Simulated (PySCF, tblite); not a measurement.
# C2H6BF: geometry, infrared bands, NMR shifts, spin-spin couplings, electronic excitations and core binding energies

Aim: predict the infrared bands, NMR shifts, spin-spin couplings, electronic excitations and core binding energies of C2H6BF (`CB(C)F`).

The runs use tblite 0.8.0 and PySCF 2.14.0, with density-fitted response routines of our own; the level of theory stands in each step. All values are computed, except where a source is named. Atoms count from 0, in the outputs and in this text.

### Step 1. The molecule as given

10 atoms, charge 0, multiplicity 1; geometry from: GFN2-xTB.

Bonds of the start (Å): C0–B1 1.58, B1–C2 1.58, B1–F3 1.33, C0–H4 1.09, C0–H5 1.09, C0–H6 1.09, C2–H7 1.09, C2–H8 1.09, C2–H9 1.09.

### Step 2. Infrared spectrum with GFN2-xTB

The job: settings as JSON, then the geometry in Å.

```
{"job": {"kind": "ir", "xc": "GFN2-xTB", "basis": "xTB"}, "charge": 0, "multiplicity": 1}
C     -1.380092     0.203487    -0.250754
B     -0.051885    -0.361486     0.389510
C      1.417671     0.043421    -0.020997
F     -0.182096    -1.257226     1.361856
H     -1.979835    -0.609223    -0.658332
H     -1.213107     0.927869    -1.041358
H     -1.997664     0.673848     0.513311
H      1.952993     0.442599     0.839325
H      1.976901    -0.836201    -0.336514
H      1.465997     0.777565    -0.818575
```

**Question.** This job is followed by: PBE0-D3(BJ)/def2-SVP geometry optimisation, gas phase; GIAO PBE0/pcSseg-1 NMR shielding, non-relativistic, gas phase; B3LYP/pcJ-1 indirect spin-spin coupling, non-relativistic, gas phase; TDDFT wB97X-D/def2-SVPD, vertical, gas phase, core orbitals frozen in the response; GIAO HF/pcSseg-2 NMR shielding, non-relativistic, gas phase; delta-SCF UKS SCAN, pcX-2 on the ionised atom, pcseg-1 elsewhere, spin-free X2C. Predict these results of the whole session: strongest single infrared mode (GFN2-xTB); zero-point energy (GFN2-xTB); point group; rotational constants (main isotopes); 13C shifts against TMS (PBE0/pcSseg-1, means over atoms taken as alike); 1H shifts against TMS (PBE0/pcSseg-1, means over atoms taken as alike); 11B shifts against BF3·OEt2 (PBE0/pcSseg-1); 19F shifts against CFCl3 (PBE0/pcSseg-1); largest coupling of the table (B3LYP/pcJ-1); lowest singlet (wB97X-D/def2-SVPD); brightest single state of those computed; lowest triplet; vertical ionisation energy (ΔSCF); C1s binding energies, SCAN/pcX-2; B1s binding energies, SCAN/pcX-2; F1s binding energies, SCAN/pcX-2; range of the shift of F3.

As calculated:

```
                                                               quantity                        value
                              strongest single infrared mode (GFN2-xTB)        1262 cm⁻¹, 339 km/mol
                                           zero-point energy (GFN2-xTB)                49.2 kcal/mol
                                                            point group                          C2v
                                   rotational constants (main isotopes)         9.09, 7.21, 4.23 GHz
13C shifts against TMS (PBE0/pcSseg-1, means over atoms taken as alike)                      7.1 ppm
 1H shifts against TMS (PBE0/pcSseg-1, means over atoms taken as alike)                     0.58 ppm
                            11B shifts against BF3·OEt2 (PBE0/pcSseg-1)                     62.3 ppm
                               19F shifts against CFCl3 (PBE0/pcSseg-1)                     -7.2 ppm
                            largest coupling of the table (B3LYP/pcJ-1)     1J(B,F) B1–F3, -176.8 Hz
                                     lowest singlet (wB97X-D/def2-SVPD)  6.86 eV (181 nm), f = 0.000
                               brightest single state of those computed  state 6, 9.96 eV, f = 0.163
                                                         lowest triplet                      6.37 eV
                                      vertical ionisation energy (ΔSCF)                     11.16 eV
                                       C1s binding energies, SCAN/pcX-2                 C0 290.38 eV
                                       B1s binding energies, SCAN/pcX-2                 B1 197.54 eV
                                       F1s binding energies, SCAN/pcX-2                 F3 692.67 eV
                                               range of the shift of F3            -11.4 to -7.2 ppm
```

What this shows: The lowest mode is imaginary (54i cm⁻¹), so the xTB geometry is not a minimum. The strongest single mode, at 1262 cm⁻¹, moves mainly B1. GFN2-xTB is a fitted tight-binding method: band positions and strengths are rough. Its intensities can rank the bands wrongly. The optimisation took 3 steps and gained 0.028 eV; among the close pairs (by a distance rule), C2–H7 changed most, from 1.089 to 1.104 Å. At PBE0/pcSseg-1: Shielding is most anisotropic at F3 (span 468 ppm, paramagnetic term -285 ppm). Of the pairs tabulated at B3LYP/pcJ-1, B1–F3 couples most strongly (-176.8 Hz; Fermi contact -112.5 Hz). The first singlet state (HOMO→LUMO 0.97) lies at 6.86 eV and is dark; of the 10 states computed, the strongest absorption comes from state 6 at 9.96 eV (the last state computed is bright too, and its partners may lie past the list). The lowest triplet lies 0.49 eV below the lowest singlet (triplets in Tamm-Dancoff, singlets in full TDDFT). The orbital energy would give 10.67 eV for ionisation, ΔSCF gives 11.16 eV. Across the 2 runs the shift of F3 moves most, between -11.4 (HF/pcSseg-2) and -7.2 ppm (PBE0/pcSseg-1).
